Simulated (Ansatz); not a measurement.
**BFH₆O₃ (built from SMILES F.O.OBO): a barrier at many levels of theory**

Aim: the barrier and energy of one elementary step (B1–O6 formed, H2–H7 formed, H5–F8 formed, B1–H2 broken, H5–O6 broken, H7–F8 broken) from LDA up to coupled cluster, on fixed structures, to see where each rung fails.

Program: Ansatz 0.2.0, Gaussian basis. Level of theory: single points in def2-TZVPP on PBE0-D4/def2-TZVP structures. These are calculated values, not measurements.

Levels: SPW92, PBE-D4, BLYP-D4, r2SCAN-D4, B97M-V, PBE0-D4, B3LYP-D4, r2SCAN0-D4, BHLYP-D4, CAM-B3LYP-D4, wB97X-V, wB97M-V, B2PLYP, PBE-QIDH, RPA on PBE, Hartree-Fock, MP2, CCSD, CCSD(T). The reference is CCSD(T) at the basis limit, from triple and quadruple zeta. Zero-point energies come from PBE0-D4 vibrations.

Cores are frozen in the correlated methods. B3LYP uses VWN-RPA correlation. B2PLYP carries no dispersion term here.

33 further runs of the same task are left out: 33 set aside as unsound or not needed.

## (1) The three structures

Charge 0, multiplicity 1. The folders r, ts and p hold the start, the saddle and the end; their coordinates stand in the first inputs.

```csv
pair,r (Å),ts (Å),p (Å)
B1–O6,2.627,1.536,1.386
H2–H7,2.841,0.949,0.747
H5–F8,1.960,1.249,0.947
B1–H2,1.191,1.441,3.900
H5–O6,0.967,1.106,1.638
H7–F8,0.952,1.218,2.672
```

## (2) wB97M-V/def2-TZVPP

Contents of r/in.yaml:

```yaml
crystal:
  periodic: [false, false, false]
  atoms:
    - {symbol: B, position_ang: [-0.025613, -0.181227, -1.102219]}
    - {symbol: H, position_ang: [1.087288, -0.588625, -1.219326]}
    - {symbol: O, position_ang: [-1.138910, -0.869440, -1.455312]}
    - {symbol: O, position_ang: [-0.195755, 1.138142, -0.728770]}
    - {symbol: H, position_ang: [0.742661, -0.227356, 1.668062]}
    - {symbol: O, position_ang: [0.289824, -1.026667, 1.364775]}
    - {symbol: H, position_ang: [0.668003, 1.591633, 0.553366]}
    - {symbol: F, position_ang: [1.124404, 1.674657, 1.385236]}
    - {symbol: H, position_ang: [-0.955628, -1.776306, -1.706283]}
    - {symbol: H, position_ang: [-1.126196, 1.386546, -0.702904]}
    - {symbol: H, position_ang: [-0.470078, -1.121356, 1.943271]}
basis:
  gaussian: {orbitals: def2-TZVPP}
hamiltonian: {xc: {name: wB97M-V}}
```

Contents of ts/in.yaml:

```yaml
crystal:
  periodic: [false, false, false]
  atoms:
    - {symbol: B, position_ang: [-0.420240, -0.025666, -0.372890]}
    - {symbol: H, position_ang: [0.779550, 0.722356, -0.649442]}
    - {symbol: O, position_ang: [-0.490748, -0.974851, -1.378663]}
    - {symbol: O, position_ang: [-1.454830, 0.891764, -0.268243]}
    - {symbol: H, position_ang: [0.878446, -0.202770, 1.298802]}
    - {symbol: O, position_ang: [-0.130321, -0.570252, 1.033789]}
    - {symbol: H, position_ang: [1.392301, 0.645614, 0.071560]}
    - {symbol: F, position_ang: [1.967948, 0.377901, 1.110586]}
    - {symbol: H, position_ang: [0.233324, -1.601779, -1.394032]}
    - {symbol: H, position_ang: [-1.952363, 0.963495, -1.084749]}
    - {symbol: H, position_ang: [-0.803068, -0.225812, 1.633181]}
basis:
  gaussian: {orbitals: def2-TZVPP}
hamiltonian: {xc: {name: wB97M-V}}
```

Contents of p/in.yaml:

```yaml
crystal:
  periodic: [false, false, false]
  atoms:
    - {symbol: B, position_ang: [-1.039077, -0.247769, -0.132637]}
    - {symbol: H, position_ang: [2.106481, 1.968408, -0.766841]}
    - {symbol: O, position_ang: [-0.352486, -0.913797, -1.089491]}
    - {symbol: O, position_ang: [-2.305166, 0.206736, -0.331700]}
    - {symbol: H, position_ang: [1.077275, -0.599617, 1.151254]}
    - {symbol: O, position_ang: [-0.451103, -0.011923, 1.100003]}
    - {symbol: H, position_ang: [2.223035, 1.318819, -0.417309]}
    - {symbol: F, position_ang: [1.846258, -1.028677, 0.802190]}
    - {symbol: H, position_ang: [0.538033, -1.168416, -0.816834]}
    - {symbol: H, position_ang: [-2.633670, 0.004027, -1.210533]}
    - {symbol: H, position_ang: [-1.009580, 0.472211, 1.711797]}
basis:
  gaussian: {orbitals: def2-TZVPP}
hamiltonian: {xc: {name: wB97M-V}}
```

No record of the launch command was kept for these runs.

Further steps of the session: CCSD(T)/def2-TZVPP; MP2/def2-QZVPP; Vibrations of the start structure; Vibrations of the end structure.

Before running it: what results should come out? Wanted: barrier, CCSD(T)/CBS; reverse barrier, CCSD(T)/CBS; step energy, CCSD(T)/CBS; barrier with zero-point energy; step energy with zero-point energy; imaginary mode at the saddle; largest T1 diagnostic.

**Answer**, as computed:

```
                          quantity          value
              barrier, CCSD(T)/CBS   123.4 kJ/mol
      reverse barrier, CCSD(T)/CBS   206.6 kJ/mol
          step energy, CCSD(T)/CBS   -83.2 kJ/mol
    barrier with zero-point energy   112.0 kJ/mol
step energy with zero-point energy  -100.5 kJ/mol
      imaginary mode at the saddle     1152i cm⁻¹
             largest T1 diagnostic          0.012
```

What this shows: Among the functionals B2PLYP lands nearest to CCSD(T)/CBS (-6.1 kJ/mol) and SPW92 farthest (-95.3 kJ/mol). Mean unsigned error by rung: LDA 95.3, GGA 33.5, meta-GGA 28.1, hybrid 18.5, range-separated hybrid 12.0, double hybrid 10.9 kJ/mol. PBE-D4 gives a barrier 44.9 kJ/mol too low, outside chemical accuracy (1 kcal/mol, 4.2 kJ/mol). Every functional without exact exchange puts the barrier too low, the usual mark of self-interaction error, which favours the spread-out density of a saddle. The barrier rises with the share of exact exchange, from BLYP-D4 through B3LYP-D4 to BHLYP-D4 (-22.2, -12.0, +8.0 kJ/mol). Hartree-Fock, with no correlation, is off by +66.3 kJ/mol. Zero-point motion lowers the barrier by 11.4 kJ/mol.
